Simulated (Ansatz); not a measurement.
# CH4O2Sn: ionisation energy by level of theory

One table from this session's results is given with a row withheld; the runs are named, their logs left out.

Program: Ansatz 0.2.0, Gaussian basis. Level of theory: unrestricted cation, the program's frozen cores in correlated methods. These are calculated values, not measurements.

Levels to be run: UKS PBE-D4/def2-TZVPP; UKS r2SCAN-D4/def2-TZVPP; UKS PBE0-D4/def2-TZVPP; UKS B3LYP-D4/def2-TZVPP; UKS wB97X-V/def2-TZVPP; UKS wB97M-V/def2-TZVPP; UKS B2PLYP/def2-TZVPP; UHF-CCSD(T)/def2-TZVPP; UHF-MP2/def2-QZVPP; extrapolation to the limit; then −ε(HOMO) from the neutral's earlier runs with LDA (SPW92), PBE-D4, revPBE-D4, BLYP-D4, r2SCAN-D4, B97M-V, PBE0-D4, B3LYP-D4, r2SCANh-D4, r2SCAN0-D4, HSE06-D4, BHLYP-D4, CAM-B3LYP-D4, LC-ωPBE, ωB97X-V, ωB97M-V.

## The relaxed structure

An earlier PBE0-D4 in a triple-zeta def2 set relaxation fixed the geometry. Sn takes the def2 core potential; no spin-orbit term is included.

SMILES `C[O][Sn][OH]`, 8 atoms, charge 0, spin multiplicity 1.

Atoms are counted from 1 here; the program's logs count them from 0.

Bond lengths: C1–O2 1.400 Å, C1–H5 1.099 Å, C1–H6 1.095 Å, C1–H7 1.099 Å, O2–Sn3 1.982 Å, Sn3–O4 1.980 Å, O4–H8 0.961 Å. Angles: O2–C1–H5 112.4°, O2–C1–H6 109.2°, O2–C1–H7 112.4°, H5–C1–H6 107.4°, H5–C1–H7 107.9°, H6–C1–H7 107.4°, C1–O2–Sn3 127.1°, O2–Sn3–O4 98.4°, Sn3–O4–H8 117.1°.

As a file:

```csv
atom,x (Å),y (Å),z (Å)
C1,-0.2638,1.0049,0.0691
O2,0.8555,0.5159,0.7522
Sn3,1.5424,-1.3432,0.7446
O4,0.1924,-2.1465,-0.4610
H5,-1.1942,0.5095,0.3804
H6,-0.3759,2.0731,0.2807
H7,-0.1713,0.8942,-1.0204
H8,-0.4928,-1.5649,-0.8015
```

Set-up of the first run:

File in.yaml:

```yaml
crystal:
  periodic: [false, false, false]
  atoms:
    - {symbol: C, position_ang: [-0.263844, 1.004904, 0.069148]}
    - {symbol: O, position_ang: [0.855506, 0.515852, 0.752198]}
    - {symbol: Sn, position_ang: [1.542431, -1.343233, 0.744649]}
    - {symbol: O, position_ang: [0.192378, -2.146485, -0.460991]}
    - {symbol: H, position_ang: [-1.194247, 0.509519, 0.380411]}
    - {symbol: H, position_ang: [-0.375927, 2.073071, 0.280651]}
    - {symbol: H, position_ang: [-0.171298, 0.894161, -1.020397]}
    - {symbol: H, position_ang: [-0.492800, -1.564889, -0.801471]}
basis:
  gaussian: {orbitals: def2-TZVPP}
total_charge: 1
magnetization: {spin_polarized: true, initial_magnetization: 1}
hamiltonian: {xc: pbe, dispersion: d4}
```

Run with:

```sh
$ ansatz run in.yaml --threads 2 --pin off --events-out ev --progress --plain --max-ram 32768MiB --backend cpu
```

Among the steps run: Cation, UKS PBE-D4/def2-TZVPP; Cation, UKS r2SCAN-D4/def2-TZVPP; Cation, UKS PBE0-D4/def2-TZVPP; Cation, UKS B3LYP-D4/def2-TZVPP; Cation, UKS wB97X-V/def2-TZVPP; Cation, UKS wB97M-V/def2-TZVPP; Cation, UKS B2PLYP (frozen core)/def2-TZVPP; Cation, UHF-CCSD(T)/def2-TZVPP; Cation, UHF-MP2/def2-QZVPP.

One table of the session follows, with a row left open; its other results are not shown here.

Orbital estimates, from the neutral's runs:

```
  functional  −ε(HOMO) (eV)
 LDA (SPW92)           6.52
      PBE-D4              ?
   revPBE-D4           6.26
     BLYP-D4           6.23
   r2SCAN-D4           6.63
      B97M-V           6.60
     PBE0-D4           7.62
    B3LYP-D4           7.45
  r2SCANh-D4           7.13
  r2SCAN0-D4           7.83
    HSE06-D4           7.22
    BHLYP-D4           8.72
CAM-B3LYP-D4           8.98
     LC-ωPBE          10.19
     ωB97X-V           9.89
     ωB97M-V           9.85
```

**Question.** Estimate the row for PBE-D4.

**Answer.** −ε(HOMO) (eV): 6.33. In the column «−ε(HOMO) (eV)» it lies between revPBE-D4 (6.26) and LDA (SPW92) (6.52).
